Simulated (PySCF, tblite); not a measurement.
**C6H13ClSi: geometry, infrared bands and NMR shifts**

Wanted: the infrared bands and NMR shifts of C6H13ClSi (`CCC/C(Cl)=C(/C)[SiH3]`), by calculation.

Computed with tblite 0.8.0 and PySCF 2.14.0, with density-fitted response routines of our own, on a single molecule in the gas phase. Atoms count from 0, in the outputs and in this text.

### 1 Starting geometry

21 atoms, charge 0, multiplicity 1; geometry from: force field or distance geometry start.

Bonds of the start (Å): C0–C1 1.53, C1–C2 1.51, C2–C3 1.52, C3–Cl4 1.75, C3–C5 1.36, C5–C6 1.51, C5–Si7 1.89, C0–H8 1.09, C0–H9 1.09, C0–H10 1.09, C1–H11 1.10, C1–H12 1.10, C2–H13 1.10, C2–H14 1.09, C6–H15 1.11, C6–H16 1.09, C6–H17 1.09, Si7–H18 1.49, Si7–H19 1.48, Si7–H20 1.48.

### 2 Optimising the geometry with GFN2-xTB

What the job is given:

```
{"job": {"kind": "relax", "xc": "GFN2-xTB", "basis": "xTB"}, "charge": 0, "multiplicity": 1}
C      3.127400     0.661000     0.373100
C      1.852600    -0.170000     0.504600
C      0.965300    -0.040600    -0.713200
C     -0.318200    -0.842100    -0.593600
Cl    -0.064500    -2.527500    -1.011000
C     -1.549500    -0.411600    -0.219600
C     -2.784400    -1.273100    -0.130300
Si    -1.900900     1.377100     0.270800
H      2.879300     1.722000     0.265600
H      3.745400     0.549600     1.265700
H      3.698400     0.350900    -0.500700
H      1.314300     0.137900     1.417000
H      2.138200    -1.221200     0.672400
H      0.739400     1.020800    -0.893600
H      1.501100    -0.347800    -1.611000
H     -3.179600    -1.285500     0.909600
H     -2.615200    -2.316400    -0.400500
H     -3.569900    -0.906800    -0.795700
H     -3.278400     1.480900     0.832100
H     -1.786700     2.237000    -0.928700
H     -0.923100     1.822400     1.286400
```

The run is started by

```console
OMP_NUM_THREADS=1 python probes_run.py task.json out
```

The driver reads the jobs from task.json and runs them one after another.

**Question.** This job is followed by: GFN2-xTB harmonic vibrations, gas phase; GIAO PBE0/pcSseg-1 NMR shielding, non-relativistic, gas phase. Predict these results of the whole session: strongest single infrared mode (GFN2-xTB); zero-point energy (GFN2-xTB); ¹³C shifts against TMS (PBE0/pcSseg-1); ¹H shifts against TMS (PBE0/pcSseg-1, means over atoms taken as alike); ³⁵Cl shifts against HCl (PBE0/pcSseg-1); ²⁹Si shifts against TMS (PBE0/pcSseg-1); surface potential, 1st and 99th percentile.

The runs gave:

```
                                                              quantity                                     value
                             strongest single infrared mode (GFN2-xTB)                      805 cm⁻¹, 367 km/mol
                                          zero-point energy (GFN2-xTB)                            105.2 kcal/mol
                                ¹³C shifts against TMS (PBE0/pcSseg-1)  155.5, 125.6, 48.1, 27.1, 25.7, 16.6 ppm
¹H shifts against TMS (PBE0/pcSseg-1, means over atoms taken as alike)          4.19, 2.18, 2.14, 1.65, 1.04 ppm
                               ³⁵Cl shifts against HCl (PBE0/pcSseg-1)                                   255 ppm
                               ²⁹Si shifts against TMS (PBE0/pcSseg-1)                                 -77.3 ppm
                                 surface potential, 1st and 99th percentile                        -0.60 V and 0.93 V
```

What this shows: Over 61 steps the energy fell by 0.132 eV; of the close pairs, C3–C5 changed most, 1.357 to 1.328 Å. All 57 modes are real, so the xTB geometry is a minimum. The strongest single mode, at 805 cm⁻¹, moves mainly H20 and H18. Unscaled tight-binding wavenumbers are off by several per cent, some by more. Its intensities can rank the bands wrongly. At PBE0/pcSseg-1: The widest tensor belongs to Cl4: span 483 ppm, with a paramagnetic part of -455 ppm.
